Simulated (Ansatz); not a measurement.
# ClFH₂OSTi: up Jacob's ladder to CCSD(T)

One table from this session's results is given with a row withheld; the runs are named, their logs left out.

Computed with Ansatz 0.2.0, Gaussian basis. Level: functionals in def2-TZVPP, the program's frozen cores in correlated methods.

The runs, in order: PBE-D4, r2SCAN-D4, PBE0-D4, B3LYP-D4, ωB97X-V, ωB97M-V, B2PLYP; CCSD(T)/def2-TZVPP; MP2/def2-QZVPP; extrapolation to the limit.

## The geometry

All runs share one geometry, relaxed beforehand with PBE0-D4 in a triple-zeta def2 set.

SMILES `[OH][Ti]([F])([SH])[Cl]`, 7 atoms, charge 0, spin multiplicity 1.

Atoms are counted from 1 here; the program's logs count them from 0.

Bond lengths: O1–Ti2 1.752 Å, O1–H6 0.958 Å, Ti2–F3 1.748 Å, Ti2–S4 2.276 Å, Ti2–Cl5 2.197 Å, S4–H7 1.348 Å. Angles: Ti2–O1–H6 146.1°, O1–Ti2–F3 112.9°, O1–Ti2–S4 104.5°, O1–Ti2–Cl5 111.6°, F3–Ti2–S4 108.8°, F3–Ti2–Cl5 108.6°, S4–Ti2–Cl5 110.3°, Ti2–S4–H7 91.0°.

The first run:

The input, in.yaml:

```yaml
crystal:
  periodic: [false, false, false]
  atoms:
    - {symbol: O, position_ang: [-1.718214, 0.173120, -0.006770]}
    - {symbol: Ti, position_ang: [-0.015106, -0.105002, 0.293710]}
    - {symbol: F, position_ang: [0.386771, -1.801806, 0.414940]}
    - {symbol: S, position_ang: [1.035451, 0.771210, -1.524764]}
    - {symbol: Cl, position_ang: [0.658701, 0.908038, 2.122843]}
    - {symbol: H, position_ang: [-2.568009, -0.227255, -0.193032]}
    - {symbol: H, position_ang: [2.220406, 0.281694, -1.106926]}
basis:
  gaussian: {orbitals: def2-TZVPP}
hamiltonian: {xc: pbe, dispersion: d4}
output: {forces: true, orbitals: {seedname: orbitals}}
```

Started as:

```
$ ansatz run in.yaml --threads 2 --pin off --events-out ev --progress --plain --max-ram 22528MiB --backend cpu
```

Steps of the session up to this table: PBE-D4 (GGA); r2SCAN-D4 (meta-GGA); PBE0-D4 (hybrid); B3LYP-D4 (hybrid); ωB97X-V (range-separated); ωB97M-V (range-separated); B2PLYP (double hybrid).

One of the session's tables, all rows but one given; the rest of the session is left out.

It belongs to the step «Frontier levels by functional». 

```
functional  HOMO (eV)  LUMO (eV)  gap (eV)
    PBE-D4      -6.75      -3.64      3.11
 r2SCAN-D4      -7.05      -3.60      3.45
   PBE0-D4      -7.97      -2.74      5.23
  B3LYP-D4      -7.72      -2.99      4.74
   ωB97X-V          ?          ?         ?
   ωB97M-V     -10.10      -0.57      9.53
```

Estimate the missing values for ωB97X-V.

The run gave: HOMO (eV): -10.26; LUMO (eV): -0.60; gap (eV): 9.67. In the column «HOMO (eV)» it is the lowest.
